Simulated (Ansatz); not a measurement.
What does this script print? It uses the Python package of Ansatz (0.2.0).

`mnnio2.py`
```python
"""Keys set on an Input object, for MnNiO2."""

import warnings

import ansatz

warnings.simplefilter("ignore", ansatz.DeckWarning)

structure = (
    ansatz.Lattice.from_parameters(3.094437, 3.094437, 4.374087, alpha=90, beta=90, gamma=90)
    .space_group(123, hermann_mauguin="P4/mmm")
    .atom("Mn", (0.5, 0.5, 0.5))
    .atom("Ni", (0.0, 0.0, 0.0))
    .atom("O", (0.5, 0.5, 0.0))
    .atom("O", (0.0, 0.0, 0.5))
    .moments(Mn=2.8, Ni=-1.0)
)

calculation = (
    structure.calculation()
    .accuracy("medium")
    .hubbard("Mn", "d", u_eff=6.0)
    .occupations("Gaussian")
    .basis(18 * ansatz.Ha)
    .hubbard("Ni", "d", u_eff=4.5)
    .spin("collinear")
    .functional("pbesol", dispersion="d3bj")
    .kpoints(length=22)
    .band_table()
)
typed = calculation.input()
rows = []
for value in [2, 6, 12]:
    edited = typed.set(ansatz.key.scf.n_extra_bands, value)
    summary = ansatz.Session.from_dict(edited).plan().execute().report
    rows.append((value, summary["free_energy_ev"], summary["n_iterations"], len(summary["eigenvalues_ev"][0]) if "eigenvalues_ev" in summary else 0))
print("   extra bands            F eV      iterations    bands listed")
for row in rows:
    print(f"{str(row[0]):>14s}  {row[1]:14.5f}  {row[2]:14d}  {row[3]:14d}")
print(edited.to_yaml())
```

`python mnnio2.py` gives:
```text
RunWarning: dispersion: an atom stands within reach of a switch of its C6 between two reference coordination numbers of its element: through that C6 alone, e_disp changes by 0.025 eV or more while the distances to its neighbours run over a stretch of 0.05 Å that contains this geometry (sites counted from 0 in the run's list of atoms or, in a supercell that it derives, in that cell's: here a list of 4) — site 0 (Mn): coordination number 5.941 (about 5.02 to 6.86 with every neighbour 0.05 Å [...]
   extra bands            F eV      iterations    bands listed
             2    -10792.33315              21              25
             6    -10792.33315              20              29
            12    -10792.33315              21              35
crystal:
  lattice:
    a: 3.094437
    b: 3.094437
    c: 4.374087
    alpha: 90.0
    beta: 90.0
    gamma: 90.0
  space_group: 123
  setting:
    hermann_mauguin: P4/mmm
  atoms:
    - { symbol: Mn, position: [0.5, 0.5, 0.5] }
    - { symbol: Ni, position: [0.0, 0.0, 0.0] }
    - { symbol: O, position: [0.5, 0.5, 0.0] }
    - { symbol: O, position: [0.0, 0.0, 0.5] }
accuracy: medium
basis:
  ecutwfc: 489.804952427784
kpoints:
  mp_grid:
    grid: [7, 7, 5]
hamiltonian:
  xc: pbesol
  dispersion: d3bj
  hubbard:
    - { species: Mn, l: d, u_eff: 6.0 }
    - { species: Ni, l: d, u_eff: 4.5 }
magnetization:
  spin_polarized: true
  per_species:
    Mn: 2.8
    Ni: -1.0
scf:
  occupations:
    method: gaussian
  n_extra_bands: 12
output:
  eigenvalues: true
```
(Warnings from the package without file and line, shortened.)

These settings explore the input space; cutoff and mesh may be short of convergence. The magnetic order follows from the starting moments and needn't be the lowest. U, its shell and the double counting are chosen to explore, and aren't derived for this compound. The structure comes from a database of computed cells and needn't be a stable or known phase. The script silences the warnings on its input, which a real study should read. Wall time of the script: 38 s on 1 thread of AMD EPYC 7R43 64-Core Processor (Zen 3) (shared host), peak memory 0.8 GiB.
